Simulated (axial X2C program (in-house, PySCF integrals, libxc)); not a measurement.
**SeP⁻: from the state search to constants**

What are the state, bond length, wavenumber and bond energy of SeP⁻, and what does spin–orbit coupling change?

Computed with an in-house X2C program for linear molecules on PySCF integrals. Level: all-electron X2C, Se dyall-acv3z, P dyall-av3z.

All values are calculated.

## (1) The job

File task.json:

```json
{"zs": [34, 15], "q": -1, "bas": ["dyall-acv3z", "dyall-av3z"], "levels": ["PBE0", "HF", "r2SCAN0"], "cc": true, "r0": 2.09, "thr": -2.0, "nmax": 90, "npts": 10, "nst": 2, "ntry": 6}
```

Keys: zs atomic numbers; q charge; bas basis sets; levels methods (HF also brings MP2); cc coupled cluster on or off; r0 starting distance in Å; thr threshold in hartree for freezing inner shells (an s shell follows its p shell); nmax most natural virtual spinors; npts points asked for on the curve; nst determinants followed; ntry starts of the search.

The run is started by

```sh
$ python so2c.py task.json out
```

Spin-free means the one-electron spin-free X2C Hamiltonian; two-component (2c) means X2C with spin–orbit coupling and atomic mean-field two-electron Coulomb and Gaunt terms. Basis: Se dyall-acv3z contracted to [9s10p7d5f1g], P dyall-av3z contracted to [9s8p3d2f]; Gaussian nuclei, density fitting. Masses: Se 79.917 u, P 30.974 u.

Notation: σ, π±, δ± give the projection m of an orbital's angular momentum (0, ±1, ±2), α and β its spin, Λ and M_S the sums; ω is the projection of a spinor's total angular momentum and Ω the sum. Logs are in hartree.

The results follow Hamiltonian by Hamiltonian and level by level.

## (2) State search with PBE0

PBE0 moves the distance from 2.090 Å to 2.148 Å and compares determinants there.

Spin-free determinants:

```tsv
ΔE (eV)	state	open shells
0.00	M_S = 1, Λ = 0	beyond closed shells: π+α, π-α
0.64	M_S = 0, Λ = 0	beyond closed shells: π+β, π-α
0.64	M_S = 0, Λ = 2	beyond closed shells: π+α, π+β
2.44	M_S = 1, Λ = 1	beyond closed shells: σα, π+α
2.50	M_S = 0, Λ = 1	beyond closed shells: σα, π+β
3.05	M_S = 1, Λ = 2	beyond closed shells: 2 × π+α, 2 × π+β, 2 × π-α
3.31	M_S = 1, Λ = 2	beyond closed shells: 2 × π+α
```

Two-component determinants:

```json
{"ΔE (eV)": "0.00", "state": "Ω = 1", "open shells": "excess of +ω over −ω: ω = -1/2, ω = 3/2"}
{"ΔE (eV)": "0.54", "state": "Ω = 0", "open shells": "closed shell"}
{"ΔE (eV)": "0.63", "state": "Ω = 2", "open shells": "excess of +ω over −ω: ω = 1/2, ω = 3/2"}
{"ΔE (eV)": "0.73", "state": "Ω = 0", "open shells": "closed shell"}
{"ΔE (eV)": "2.45", "state": "Ω = 1", "open shells": "excess of +ω over −ω: 2 × ω = 1/2"}
{"ΔE (eV)": "2.93", "state": "Ω = 3", "open shells": "excess of +ω over −ω: 2 × ω = 3/2"}
{"ΔE (eV)": "3.16", "state": "Ω = 1", "open shells": "excess of +ω over −ω: 2 × ω = 1/2"}
```

## (3) PBE0, spin-free

State followed: M_S = 1, Λ = 0 (beyond closed shells: π+α, π-α). The scan is laid around 2.148 Å, a first estimate of the minimum, and this SCF restarts from the orbitals of the search.

Output at 2.148 Å:

```text
spin-free X2C-1e  PBE0
basis functions 180  fitting functions 985  grid points 5080
iter        total energy     max residual
   1      -2771.788284666     4.95e-06
   2      -2771.788284666     6.26e-06
converged
one-electron -4115.47608019  Coulomb 1329.80634067  exact exchange -27.43214862  xc functional -84.32903040  nuclear repulsion 125.64263388
```

Along the bond, energies from the lowest point:

```csv
R (Å),E (eV),μ (D),HOMO (eV),LUMO (eV),iterations
1.869,1.0570,-2.78,0.72,3.18,12
1.955,0.4331,-2.60,0.50,3.19,12
2.019,0.1690,-2.46,0.34,3.19,12
2.084,0.0347,-2.31,0.18,3.11,12
2.148,0.0000,-2.15,0.02,2.98,2
2.223,0.0529,-1.97,-0.16,2.83,11
2.298,0.1791,-1.78,-0.32,2.68,11
2.395,0.4130,-1.54,-0.51,2.50,12
2.513,0.7642,-1.26,-0.69,2.30,13
2.685,1.3225,-0.86,-0.87,2.04,15
```

Dipoles are positive if P is the positive end and refer to the centre of mass.

Outer orbitals at the reference distance:

```tsv
symmetry	occupied	ε (eV)	atomic character
σα	yes	-14.34	57% Se s, 20% P s, 10% P p
σβ	yes	-13.78	58% Se s, 17% P s, 11% P p
σα	yes	-9.49	49% P s, 18% Se p, 18% Se s
σβ	yes	-7.99	48% P s, 23% Se p, 16% Se s
σα	yes	-3.18	43% Se p, 42% P p, 7% P s
π+α	yes	-2.79	51% Se p, 42% P p, 3% P d
π-α	yes	-2.79	51% Se p, 42% P p, 3% P d
σβ	yes	-2.66	42% P p, 39% Se p, 11% P s
π-β	yes	-1.73	64% Se p, 26% P p, 6% P d
π+β	yes	-1.73	64% Se p, 26% P p, 6% P d
π+α	yes	0.02	42% P p, 32% Se p, 10% Se d
π-α	yes	0.02	42% P p, 32% Se p, 10% Se d
π-β	no	2.98	55% P p, 17% Se p, 14% Se d
π+β	no	2.98	55% P p, 17% Se p, 14% Se d
σα	no	3.18	55% P p, 36% Se p, 4% P s
σβ	no	3.36	52% P p, 37% Se p, 6% P s
```

PBE0 fields in the half plane through the axis: z from -2.4 to 4.5 Å across, distance from the axis 0.15 to 2.25 Å upwards; Se lies at z = 0 and P at z = 2.148 Å; the ELF is damped to zero where the density is low.

log10 density (e/bohr³). Ten even steps from '0' (-4.06 ) to '9' (1.42 ):
```
000111222222222222111100
001122233322222222221100
011223333333333333322110
012233444444344444332211
112334455544444554433211
122344556555555555443221
122345567655555665543321
123345689865557985544321
```

ELF. Ten even steps from ' ' (0.00 ) to '@' (0.92 ):
```
        ..----==--::..      ..--======::..      
      ::--++****++==::......--++******++--..    
    ..--++**##%%##**==::..--++##%%%%%%**==::    
    ::==**##%%@@%%##**==--==##%%@@@@@@##**--..  
    ::==##%%@@@@%%%%##++++**%%@@@@@@@@%%**==..  
    ::++##%%%%++--==**##**##****%%@@@@%%##==..  
    ::++####--::++::::##%%++  ::  ==@@@@##==..  
    ::++##**::%%::%%..**%%::**##@@  %%%%##==..  
```

Re = 2.143 Å, ωe = 474 cm⁻¹, ωexe = 1.46 cm⁻¹, Be = 0.1645 cm⁻¹, De = 3.57 eV, μ = -2.16 D.

## (4) HF, spin-free

The SCF at the reference distance of 2.148 Å:

```text
spin-free X2C-1e  HF
basis functions 180  fitting functions 985  grid points 5080
iter        total energy     max residual
   1      -2769.755700136     1.25e-01
   2      -2769.779663471     5.59e-03
   3      -2769.781437582     3.59e-03
   4      -2769.781971572     1.73e-03
   5      -2769.782309539     1.29e-03
   6      -2769.782500512     7.70e-04
   7      -2769.782545208     3.78e-04
   8      -2769.782566129     1.43e-04
   9      -2769.782568690     4.14e-05
  10      -2769.782568954     1.74e-05
  11      -2769.782568977     4.60e-06
  12      -2769.782568980     2.61e-06
  13      -2769.782568980     1.72e-06
converged
one-electron -4115.53383014  Coulomb 1329.95161910  exact exchange -109.84299183  xc functional 0.00000000  nuclear repulsion 125.64263388
```

Re = 2.153 Å, ωe = 467 cm⁻¹, ωexe = 1.7 cm⁻¹, Be = 0.163 cm⁻¹, De = 1.73 eV, μ = -1.14 D.

## (5) r2SCAN0, spin-free

Output at 2.148 Å:

```text
spin-free X2C-1e  r2SCAN0
basis functions 180  fitting functions 985  grid points 5080
iter        total energy     max residual
   1      -2772.120869470     3.16e-02
   2      -2772.122575149     2.24e-03
   3      -2772.122204476     3.92e-03
   4      -2772.122787487     5.93e-04
   5      -2772.122795403     2.79e-04
   6      -2772.122798570     1.52e-04
   7      -2772.122799432     3.15e-05
   8      -2772.122799477     1.07e-05
   9      -2772.122799485     9.93e-06
  10      -2772.122799487     1.17e-06
  11      -2772.122799487     2.19e-07
converged
one-electron -4115.78750745  Coulomb 1330.15011987  exact exchange -27.44232670  xc functional -84.68571908  nuclear repulsion 125.64263388
```

Re = 2.134 Å, ωe = 483 cm⁻¹, ωexe = 1.47 cm⁻¹, Be = 0.1659 cm⁻¹, De = 3.46 eV, μ = -2.07 D.

## (6) MP2 and beyond, spin-free

Correlated methods: 12 electrons correlated (frozen shells, counted by type: Se 3 s, 2 p, 1 d; P 2 s, 1 p), 246 virtual spinors in MP2, 90 natural virtuals in coupled cluster.

Output of the correlated part at 2.148 Å:

```text
correlated 12  virtual 246  natural virtual 90  E(MP2) -0.278868874  MP2 remainder -0.012659940
iter   CCSD correlation   residual
   1     -0.282184437   1.33e-01
   2     -0.291165453   5.29e-02
   3     -0.293549827   2.64e-02
   4     -0.293987038   1.32e-02
   5     -0.294226875   5.99e-03
   6     -0.294235492   2.20e-03
   7     -0.294236021   6.26e-04
   8     -0.294237436   1.93e-04
   9     -0.294234956   7.06e-05
  10     -0.294235449   3.02e-05
  11     -0.294235213   1.10e-05
  12     -0.294235388   4.21e-06
  13     -0.294235373   1.59e-06
(T) -0.016595894  T1 0.0419  D1 0.0903  max T2 0.054
```

T1 in the output is the amplitude norm over the root of the electron number; divide by √2 for the Lee–Taylor value.

MP2: Re = 2.140 Å, ωe = 488 cm⁻¹, Be = 0.1648 cm⁻¹, De = 3.24 eV.

CCSD: Re = 2.156 Å, ωe = 466 cm⁻¹, ωexe = 1.64 cm⁻¹, Be = 0.1625 cm⁻¹, De = 3.05 eV. T1 at Re = 0.030 (Lee–Taylor, the printed value over √2).

CCSD(T): Re = 2.163 Å, ωe = 459 cm⁻¹, ωexe = 1.53 cm⁻¹, Be = 0.1614 cm⁻¹, De = 3.22 eV. T1 at Re = 0.030 (Lee–Taylor, the printed value over √2).

## (7) A higher determinant, spin-free

State: M_S = 0, Λ = 0 (beyond closed shells: π+β, π-α).

Output at the reference distance:

```text
spin-free X2C-1e  PBE0
basis functions 180  fitting functions 985  grid points 5080
iter        total energy     max residual
   1      -2771.764898412     4.66e-06
   2      -2771.764898414     4.67e-06
   3      -2771.764898415     3.21e-06
converged
one-electron -4115.14126780  Coulomb 1329.45556237  exact exchange -27.41905776  xc functional -84.30276910  nuclear repulsion 125.64263388
```

```csv
R (Å),E above the lowest PBE0 point (eV)
1.869,1.652
1.955,1.041
2.019,0.787
2.084,0.662
2.148,0.636
2.223,0.700
2.298,0.837
2.395,1.086
2.513,1.456
```

Re = 2.135 Å, ωe = 482 cm⁻¹, ωexe = 1.42 cm⁻¹, Be = 0.1657 cm⁻¹, μ = -2.68 D. ⟨S²⟩ = 1.00 against 0.00 for a pure state, so this determinant mixes spins. Te = 0.64 eV. As a difference of two determinants it need not be a gap between pure terms.

## (8) The spin-free curves together

Energy (eV) of the followed determinant, spin-free, from each level's lowest point:

```csv
R (Å),PBE0,HF,MP2,CCSD,CCSD(T),r2SCAN0
1.869,1.057,1.139,1.090,n/a,n/a,1.014
1.955,0.433,0.480,0.445,0.493,0.517,0.402
2.019,0.169,0.197,0.172,0.205,0.222,0.148
2.084,0.035,0.047,0.034,0.051,0.060,0.024
2.148,0.000,0.000,0.000,0.000,0.000,0.000
2.223,0.053,0.040,0.058,0.036,0.027,0.065
2.298,0.179,0.152,0.194,0.146,0.128,0.203
2.395,0.413,0.365,0.444,0.360,0.333,0.451
2.513,0.764,0.671,0.848,n/a,n/a,0.818
2.685,1.323,1.043,1.590,n/a,n/a,1.393
```

## (9) PBE0, 2c

State followed: Ω = 1 (excess of +ω over −ω: ω = -1/2, ω = 3/2). The scan is laid around 2.148 Å, a first estimate of the minimum, and this SCF restarts from the orbitals of the search.

Output at 2.148 Å:

```text
two-component X2C + atomic mean field  PBE0
basis functions 180  fitting functions 985  grid points 5080
iter        total energy     max residual
   1      -2770.919733102     1.71e-05
   2      -2770.919733108     1.61e-05
   3      -2770.919733114     4.94e-06
   4      -2770.919733115     2.80e-06
converged
one-electron -4113.22159399  Coulomb 1329.32346375  exact exchange -27.42236495  xc functional -84.29888792  nuclear repulsion 125.64263388  atomic mean-field constant -0.94298388
```

Along the bond, energies from the lowest point:

```csv
R (Å),E (eV),μ (D),HOMO (eV),LUMO (eV),iterations
1.869,1.0595,-2.78,0.78,3.27,12
1.955,0.4351,-2.60,0.56,3.27,12
2.019,0.1705,-2.46,0.40,3.21,12
2.084,0.0355,-2.31,0.24,3.08,12
2.148,0.0000,-2.16,0.08,2.95,4
2.223,0.0519,-1.98,-0.09,2.80,11
2.298,0.1770,-1.79,-0.25,2.66,11
2.395,0.4093,-1.56,-0.43,2.48,12
2.513,0.7583,-1.28,-0.61,2.28,13
2.685,1.3127,-0.90,-0.77,2.02,15
```

Dipoles are positive if P is the positive end and refer to the centre of mass.

Outer spinors at the reference distance:

```
   ω  occupied  ε (eV)             atomic character     λ mixture
 1/2       yes  -14.34   57% Se s, 20% P s, 10% P p        100% σ
-1/2       yes  -13.79   58% Se s, 17% P s, 11% P p        100% σ
 1/2       yes   -9.49  49% P s, 18% Se p, 18% Se s        100% σ
-1/2       yes   -7.99  48% P s, 23% Se p, 16% Se s        100% σ
 1/2       yes   -3.19    43% Se p, 42% P p, 7% P s   99% σ, 1% π
-1/2       yes   -2.89    52% Se p, 39% P p, 3% P d  88% π, 12% σ
 3/2       yes   -2.72    50% Se p, 43% P p, 2% P d        100% π
-1/2       yes   -2.63    43% P p, 40% Se p, 9% P s  88% σ, 12% π
 1/2       yes   -1.81    64% Se p, 25% P p, 6% P d   99% π, 1% σ
-3/2       yes   -1.64    62% Se p, 27% P p, 6% P d        100% π
-1/2       yes   -0.04  43% P p, 31% Se p, 10% Se d        100% π
 3/2       yes    0.08   40% P p, 33% Se p, 11% P d        100% π
 1/2        no    2.95  56% P p, 16% Se p, 14% Se d        100% π
-3/2        no    3.01  54% P p, 18% Se p, 14% Se d        100% π
 1/2        no    3.23    57% P p, 35% Se p, 3% P d        100% σ
-1/2        no    3.42    53% P p, 37% Se p, 4% P s        100% σ
```

PBE0 fields in the half plane through the axis: z from -2.4 to 4.5 Å across, distance from the axis 0.15 to 2.25 Å upwards; Se lies at z = 0 and P at z = 2.148 Å; the ELF is damped to zero where the density is low.

log10 density (e/bohr³). Ten even steps from '0' (-4.05 ) to '9' (1.42 ):
```
000111222222222222111100
001122233322222222221100
011223333333333333322110
012233444444344444332211
112334455544444554433211
122344555555555555443221
122345567655555665543321
123345689865557985544321
```

ELF. Ten even steps from ' ' (0.00 ) to '@' (0.92 ):
```
        ..----==--::..      ..--======::..      
      ::--++******==::......--++******++--..    
    ..--++**##%%##**==::..--++##%%%%%%**==::    
    ::==**%%%%@@%%##**==--==##%%@@@@@@##**--..  
    ::==##%%@@@@%%%%##++++**%%@@@@@@@@%%**==..  
    ::++##%%%%++--==**##**##****%%@@@@%%##==..  
    ::++####--::++::::##%%++  ::  ==@@@@##==..  
    ::++##**::%%::%%..**%%::**##@@  %%%%##==..  
```

Re = 2.143 Å, ωe = 473 cm⁻¹, ωexe = 1.47 cm⁻¹, Be = 0.1644 cm⁻¹, De = 3.54 eV, μ = -2.17 D.

## (10) HF, 2c

The SCF at the reference distance of 2.148 Å:

```text
two-component X2C + atomic mean field  HF
basis functions 180  fitting functions 985  grid points 5080
iter        total energy     max residual
   1      -2768.887940053     1.25e-01
   2      -2768.911883300     5.61e-03
   3      -2768.913652683     3.59e-03
   4      -2768.914183789     1.72e-03
   5      -2768.914519263     1.31e-03
   6      -2768.914708238     8.18e-04
   7      -2768.914752531     4.14e-04
   8      -2768.914773482     1.65e-04
   9      -2768.914776146     6.38e-05
  10      -2768.914776445     2.31e-05
  11      -2768.914776479     9.21e-06
  12      -2768.914776484     3.79e-06
  13      -2768.914776486     1.82e-06
converged
one-electron -4113.27789045  Coulomb 1329.46719000  exact exchange -109.80372603  xc functional 0.00000000  nuclear repulsion 125.64263388  atomic mean-field constant -0.94298388
```

Re = 2.154 Å, ωe = 466 cm⁻¹, ωexe = 1.71 cm⁻¹, Be = 0.1628 cm⁻¹, De = 1.63 eV, μ = -1.15 D.

## (11) r2SCAN0, 2c

Output at 2.148 Å:

```text
two-component X2C + atomic mean field  r2SCAN0
basis functions 180  fitting functions 985  grid points 5080
iter        total energy     max residual
   1      -2771.251836185     3.15e-02
   2      -2771.253546548     2.26e-03
   3      -2771.253175625     3.95e-03
   4      -2771.253759711     5.91e-04
   5      -2771.253767606     2.77e-04
   6      -2771.253770760     1.52e-04
   7      -2771.253771625     3.15e-05
   8      -2771.253771670     1.06e-05
   9      -2771.253771677     9.92e-06
  10      -2771.253771680     1.17e-06
  11      -2771.253771680     2.22e-07
converged
one-electron -4113.53287129  Coulomb 1329.66707850  exact exchange -27.43253483  xc functional -84.65509405  nuclear repulsion 125.64263388  atomic mean-field constant -0.94298388
```

Re = 2.135 Å, ωe = 482 cm⁻¹, ωexe = 1.47 cm⁻¹, Be = 0.1658 cm⁻¹, De = 3.44 eV, μ = -2.07 D.

## (12) Correlated methods, 2c

Correlated methods: 12 electrons correlated (frozen shells, counted by type: Se 3 s, 2 p, 1 d; P 2 s, 1 p), 246 virtual spinors in MP2, 90 natural virtuals in coupled cluster.

Output of the correlated part at 2.148 Å:

```text
correlated 12  virtual 246  natural virtual 90  E(MP2) -0.278790812  MP2 remainder -0.012655301
iter   CCSD correlation   residual
   1     -0.282132209   1.33e-01
   2     -0.291111328   5.28e-02
   3     -0.293481948   2.62e-02
   4     -0.293916537   1.31e-02
   5     -0.294154157   5.95e-03
   6     -0.294162763   2.19e-03
   7     -0.294163293   6.27e-04
   8     -0.294164706   1.95e-04
   9     -0.294162208   7.33e-05
  10     -0.294162713   3.25e-05
  11     -0.294162468   1.27e-05
  12     -0.294162666   5.35e-06
  13     -0.294162643   2.47e-06
  14     -0.294162651   1.29e-06
(T) -0.016581880  T1 0.0418  D1 0.0904  max T2 0.053
```

MP2: Re = 2.141 Å, ωe = 487 cm⁻¹, Be = 0.1647 cm⁻¹, De = 3.16 eV.

CCSD: Re = 2.157 Å, ωe = 465 cm⁻¹, ωexe = 1.64 cm⁻¹, Be = 0.1624 cm⁻¹, De = 2.97 eV. T1 at Re = 0.030 (Lee–Taylor, the printed value over √2).

CCSD(T): Re = 2.164 Å, ωe = 458 cm⁻¹, ωexe = 1.53 cm⁻¹, Be = 0.1613 cm⁻¹, De = 3.13 eV. T1 at Re = 0.030 (Lee–Taylor, the printed value over √2).

## (13) A higher determinant, 2c

State: Ω = 0 (closed shell).

Output at the reference distance:

```text
two-component X2C + atomic mean field  PBE0
basis functions 180  fitting functions 985  grid points 5080
iter        total energy     max residual
   1      -2770.899709423     2.80e-05
   2      -2770.899709354     5.60e-05
   3      -2770.899709460     1.24e-05
   4      -2770.899709465     2.15e-06
   5      -2770.899709466     1.63e-06
converged
one-electron -4112.91677710  Coulomb 1329.00049717  exact exchange -27.40950507  xc functional -84.27357445  nuclear repulsion 125.64263388  atomic mean-field constant -0.94298388
```

```csv
R (Å),E above the lowest PBE0 point (eV)
1.869,1.565
1.955,0.953
2.019,0.697
2.084,0.571
2.148,0.545
2.223,0.608
2.298,0.745
2.395,0.993
2.513,1.363
```

Re = 2.135 Å, ωe = 482 cm⁻¹, ωexe = 1.42 cm⁻¹, Be = 0.1656 cm⁻¹, μ = -2.79 D. Te = 0.54 eV. As a difference of two determinants it need not be a gap between pure terms.

## (14) The 2c curves together

Energy (eV) of the followed determinant, 2c, from each level's lowest point:

```csv
R (Å),PBE0,HF,MP2,CCSD,CCSD(T),r2SCAN0
1.869,1.060,1.142,1.093,n/a,n/a,1.016
1.955,0.435,0.483,0.447,0.495,0.519,0.404
2.019,0.170,0.199,0.173,0.207,0.223,0.149
2.084,0.035,0.048,0.035,0.052,0.060,0.025
2.148,0.000,0.000,0.000,0.000,0.000,0.000
2.223,0.052,0.039,0.057,0.035,0.026,0.064
2.298,0.177,0.150,0.192,0.144,0.126,0.201
2.395,0.409,0.360,0.441,0.357,0.330,0.448
2.513,0.758,0.663,0.846,n/a,n/a,0.813
2.685,1.313,1.026,1.584,n/a,n/a,1.385
```

Time for the job: 4.8 min (1 thread of Arm Neoverse N1, shared host); peak memory 0.76 GiB.

## (15) Constants

Lowest determinant that the search found at its distance, spin-free: M_S = 1, Λ = 0 (beyond closed shells: π+α, π-α).

Lowest determinant that the search found at its distance, 2c: Ω = 1 (excess of +ω over −ω: ω = -1/2, ω = 3/2).

| Hamiltonian | level | Re (Å) | ωe (cm⁻¹) | De (eV) | μ (D) |
| --- | --- | --- | --- | --- | --- |
| spin-free | PBE0 | 2.143 | 474 | 3.57 | -2.16 |
| spin-free | HF | 2.153 | 467 | 1.73 | -1.14 |
| spin-free | MP2 | 2.140 | 488 | 3.24 | n/a |
| spin-free | CCSD | 2.156 | 466 | 3.05 | n/a |
| spin-free | CCSD(T) | 2.163 | 459 | 3.22 | n/a |
| spin-free | r2SCAN0 | 2.134 | 483 | 3.46 | -2.07 |
| 2c | PBE0 | 2.143 | 473 | 3.54 | -2.17 |
| 2c | HF | 2.154 | 466 | 1.63 | -1.15 |
| 2c | MP2 | 2.141 | 487 | 3.16 | n/a |
| 2c | CCSD | 2.157 | 465 | 2.97 | n/a |
| 2c | CCSD(T) | 2.164 | 458 | 3.13 | n/a |
| 2c | r2SCAN0 | 2.135 | 482 | 3.44 | -2.07 |

Dipoles are positive if P is the positive end and refer to the centre of mass.

Time per point (s) on 1 thread of Arm Neoverse N1, shared host (2c runs; CCSD comes with the CCSD(T) run); the times are rough: PBE0 1.1, HF 0.9, MP2 1.3, CCSD(T) 9.9, r2SCAN0 1.7.

In words: At CCSD(T), going from spin-free to two-component changes Re by +1 mÅ, ωe by -0.2 %; the spin-free picture holds up (part of it comes from the scalar share of the two-electron terms). De moves by -0.09 eV; both De rest on single-determinant atoms, which can miss part of an open shell's spin–orbit lowering. The highest occupied level is positive near Re at PBE0 spin-free, PBE0 2c: there the basis may hold the extra electron.

De refers to Se- + P, each in the lowest determinant found, which need not be this curve's own limit. Each curve is one determinant whose occupation by symmetry is held fixed; it was picked as the lowest of a PBE0 search that is not exhaustive. Dissociation energies refer to the lowest single-determinant-based atoms at the same level and basis. Density functionals use the spin component along the axis (collinear). Coupled cluster ran in a truncated set of natural virtual spinors; the MP2 energy of the rest was added. The meta-GGAs lack a current-density term, which matters for open shells with orbital currents, atoms included. With several unpaired electrons one determinant need not be a pure state. T1 at Re is 0.030 (Lee–Taylor), above the customary mark of 0.02.
